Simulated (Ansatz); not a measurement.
# Ca2SeO: the band gap up the ladder of functionals

An exercise on one series of results from a longer session: the logs are not shown, and one member is left open.

Code: Ansatz 0.2.0. PAW datasets, plane waves. These are computed values for a spin-unpolarised cell that may be hypothetical; none is a measurement.

### The system as given

The cell was relaxed beforehand with r2SCAN.

The symmetry is P4/mmm (No. 123, tetragonal); a = 3.883 Å, c = 5.494 Å in the conventional setting, 20.71 Å³ an atom. Near O stand 6 Ca at 2.75 Å; near Ca stand 4 Se at 2.75 Å and 2 O at 2.75 Å; near Se stand 6 Ca at 2.75 Å; near Ca stand 4 O at 2.75 Å and 2 Se at 2.75 Å.

As a file:

```cif
data_structure
_symmetry_space_group_name_H-M 'P4/mmm'
_symmetry_Int_Tables_number 123
_cell_length_a 3.8829
_cell_length_b 3.8829
_cell_length_c 5.4945
_cell_angle_alpha 90.000
_cell_angle_beta 90.000
_cell_angle_gamma 90.000
_cell_volume 82.84
loop_
_atom_site_label
_atom_site_type_symbol
_atom_site_symmetry_multiplicity
_atom_site_Wyckoff_symbol
_atom_site_fract_x
_atom_site_fract_y
_atom_site_fract_z
_atom_site_occupancy
O1 O 1 a 0.00000 0.00000 0.00000 1
Ca1 Ca 1 b 0.00000 0.00000 0.50000 1
Se1 Se 1 d 0.50000 0.50000 0.50000 1
Ca2 Ca 1 c 0.50000 0.50000 0.00000 1
```

Set-up of the first run:

File input.yaml:

```yaml
crystal:
  lattice:
    - [3.8828618392, 0.0, 0.0]
    - [0.0, 3.8828618392, 0.0]
    - [0.0, 0.0, 5.4944501799]
  atoms:
    - { symbol: O, position: [0.0, 0.0, 0.0] }
    - { symbol: Ca, position: [0.0, 0.0, 0.5] }
    - { symbol: Se, position: [0.5, 0.5, 0.5] }
    - { symbol: Ca, position: [0.5, 0.5, 0.0] }
kpoints:
  mp_grid: { grid: [6, 6, 6] }
  band_path:
    path:
      - [[0.0, 0.0, 0.0], [0.0, 0.5, 0.0], [0.5, 0.5, 0.0], [0.0, 0.0, 0.0], [0.0, 0.0, 0.5], [0.0, 0.5, 0.5], [0.5, 0.5, 0.5], [0.0, 0.0, 0.5]]
      - [[0.0, 0.5, 0.0], [0.0, 0.5, 0.5]]
      - [[0.5, 0.5, 0.0], [0.5, 0.5, 0.5]]
    npoints: 10
hamiltonian:
  xc: pbe
scf:
  occupations: { method: fermi_dirac, width: 0.02 }
  n_extra_bands: 5
output:
  forces: true
  stress: true
  eigenvalues: true
```

Among the steps run: PBE bands along the symmetry lines; r2SCAN; HSE06 at the same geometry; PBE+SOC at the same geometry; One-shot GW from PBE; PBE0.

One table of the session follows, with a row left open; its other results are not shown here.

```
                     level  gap (eV)
                       PBE      2.06
                    r2SCAN      2.51
                     HSE06         ?
                   PBE+SOC      2.01
G0W0@PBE (247 empty bands)      3.50
                      PBE0      3.95
```

Estimate the missing values for HSE06.

The run gave: gap (eV): 3.23. In the column «gap (eV)» it lies between r2SCAN (2.51) and G0W0@PBE (247 empty bands) (3.50).

Meshes: PBE 6×6×6, r2SCAN 6×6×6, HSE06 4×4×4, PBE+SOC 6×6×6, PBE0 4×4×4

The gap runs from 2.01 eV (PBE+SOC) to 3.95 eV (PBE0). PBE reaches 59 % of the G0W0@PBE value, and r2SCAN 72 %. PBE0 lies 0.72 eV above HSE06, which differs from it by screening the long-range exchange. G0W0 values are finite-basis, finite-mesh values.

Limits of these values: Warnings in the runs' records: stress scf threshold loose, stress exchange threshold loose.
